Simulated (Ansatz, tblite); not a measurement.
**(NMe2)2Sn(OSiH2)2O (C4H16N2O3Si2Sn): rung by rung**

An exercise on one series of results from a longer session: the logs are not shown, and one member is left open.

Program: Ansatz 0.2.0, Gaussian basis. Level of theory: as each input shows. These are calculated values, not measurements.

Plan: GFN1-xTB, GFN2-xTB, PBE-D4/def2-TZVP, r2SCAN-D4/def2-TZVP, PBE-D4/def2-SVP, PBE0-D4/def2-SVP, MP2/def2-SVP, RPA/def2-SVP.

5 further runs of the same task are left out: 3 that didn't finish, 2 set aside as unsound or not needed. Runs told in other sessions of the task aren't counted.

## The relaxed structure

The singlet was relaxed beforehand with r2SCAN-D4/def2-SVP.

28 atoms, charge 0, spin multiplicity 1.

Bond lengths: Sn1–N2 2.013 Å, Sn1–N5 2.013 Å, Sn1–O8 1.996 Å, Sn1–O12 1.995 Å, N2–C3 1.449 Å, N2–C4 1.449 Å, C3–H13 1.101 Å, C3–H14 1.107 Å, C3–H15 1.111 Å, C4–H16 1.107 Å, C4–H17 1.111 Å, C4–H18 1.102 Å, N5–C6 1.449 Å, N5–C7 1.449 Å, C6–H19 1.102 Å, C6–H20 1.107 Å, C6–H21 1.110 Å, C7–H22 1.107 Å and more. Angles: N2–Sn1–N5 108.2°, N2–Sn1–O8 119.9°, N2–Sn1–O12 103.8°, N5–Sn1–O8 103.9°, N5–Sn1–O12 119.9°, O8–Sn1–O12 102.1°, Sn1–N2–C3 119.5°, Sn1–N2–C4 119.0°, C3–N2–C4 114.8°, N2–C3–H13 110.3°, N2–C3–H14 109.9°, N2–C3–H15 113.2°, H13–C3–H14 107.6°, H13–C3–H15 108.4°, H14–C3–H15 107.3°, N2–C4–H16 110.0°, N2–C4–H17 113.3°, N2–C4–H18 110.5° and more.

Sn takes a core potential in the def2 sets. No spin-orbit coupling is included.

PBE0-D4/def2-TZVP was run before; its log isn't repeated, and its numbers join the tables.

Set-up of the first run:

Tight binding, by tblite at 300 K electronic temperature and without a spin-polarisation term:

```python
tblite.interface.Calculator('GFN1-xTB', numbers, positions, charge=0, uhf=0).singlepoint()
```

Tight binding, by tblite at 300 K electronic temperature and without a spin-polarisation term:

```python
tblite.interface.Calculator('GFN2-xTB', numbers, positions, charge=0, uhf=0).singlepoint()
```

start.molden holds the orbitals of an earlier run on this state, given as this run's starting guess.

in.yaml

```yaml
crystal:
  periodic: [false, false, false]
  atoms:
    - {symbol: Sn, position_ang: [-0.023598, 0.014797, -0.025152]}
    - {symbol: N, position_ang: [0.102847, -0.957350, 1.732978]}
    - {symbol: C, position_ang: [-1.060255, -1.028932, 2.594303]}
    - {symbol: C, position_ang: [1.018406, -2.074142, 1.854554]}
    - {symbol: N, position_ang: [1.842323, 0.470365, -0.627335]}
    - {symbol: C, position_ang: [2.732999, 1.139774, 0.299777]}
    - {symbol: C, position_ang: [2.087527, 0.764197, -2.025254]}
    - {symbol: O, position_ang: [-0.828400, -0.894929, -1.608510]}
    - {symbol: Si, position_ang: [-2.264228, -0.584498, -2.373180]}
    - {symbol: O, position_ang: [-3.070160, 0.641595, -1.588035]}
    - {symbol: Si, position_ang: [-2.749490, 1.821671, -0.459034]}
    - {symbol: O, position_ang: [-1.336531, 1.473765, 0.331541]}
    - {symbol: H, position_ang: [-1.702405, -0.147897, 2.442330]}
    - {symbol: H, position_ang: [-0.743658, -1.032435, 3.655200]}
    - {symbol: H, position_ang: [-1.671992, -1.941274, 2.429642]}
    - {symbol: H, position_ang: [1.419927, -2.123955, 2.885476]}
    - {symbol: H, position_ang: [0.546202, -3.055486, 1.637063]}
    - {symbol: H, position_ang: [1.873645, -1.948847, 1.171052]}
    - {symbol: H, position_ang: [2.487541, 0.864130, 1.338192]}
    - {symbol: H, position_ang: [3.778905, 0.829361, 0.110597]}
    - {symbol: H, position_ang: [2.698128, 2.246923, 0.221052]}
    - {symbol: H, position_ang: [3.103258, 0.427054, -2.308064]}
    - {symbol: H, position_ang: [1.368355, 0.224472, -2.659993]}
    - {symbol: H, position_ang: [2.021129, 1.846953, -2.263280]}
    - {symbol: H, position_ang: [-1.993063, -0.163248, -3.777900]}
    - {symbol: H, position_ang: [-3.130316, -1.794813, -2.352145]}
    - {symbol: H, position_ang: [-2.633061, 3.135848, -1.152701]}
    - {symbol: H, position_ang: [-3.874036, 1.846908, 0.516836]}
basis:
  gaussian: {orbitals: def2-TZVP, initial_orbitals: start.molden}
hamiltonian: {xc: pbe, dispersion: d4}
scf: {omitted_lower_state_checks: [starts]}
output: {orbitals: {seedname: orbitals}}
```

The run is started by

```bash
$ ansatz run in.yaml --threads 4 --pin off --events-out ev --progress --plain --max-ram 6963MiB
```

Steps of the session up to this table: PBE-D4/def2-TZVP; r2SCAN-D4/def2-TZVP; PBE-D4/def2-SVP; PBE0-D4/def2-SVP; MP2/def2-SVP; RPA/def2-SVP.

One of the session's tables, all rows but one given; the rest of the session is left out.

It belongs to the step «Binding energy». 

| level | binding an atom (eV) |
| --- | --- |
| HF/def2-SVP | 2.802 |
| PBE-D4/def2-SVP | 3.997 |
| PBE-D4/def2-TZVP | ? |
| r2SCAN-D4/def2-TZVP | 3.936 |
| PBE0-D4/def2-SVP | 3.919 |
| PBE0-D4/def2-TZVP | 3.924 |
| MP2/def2-SVP | 3.750 |

Q: Estimate the row for PBE-D4/def2-TZVP from the others.

**Answer.** binding an atom (eV): 3.999. In the column «binding an atom (eV)» it is the highest.

Limits of these values: Free atoms were run apart at each level; binding is atoms less cluster, divided by the number of atoms, without zero-point or spin-orbit terms.
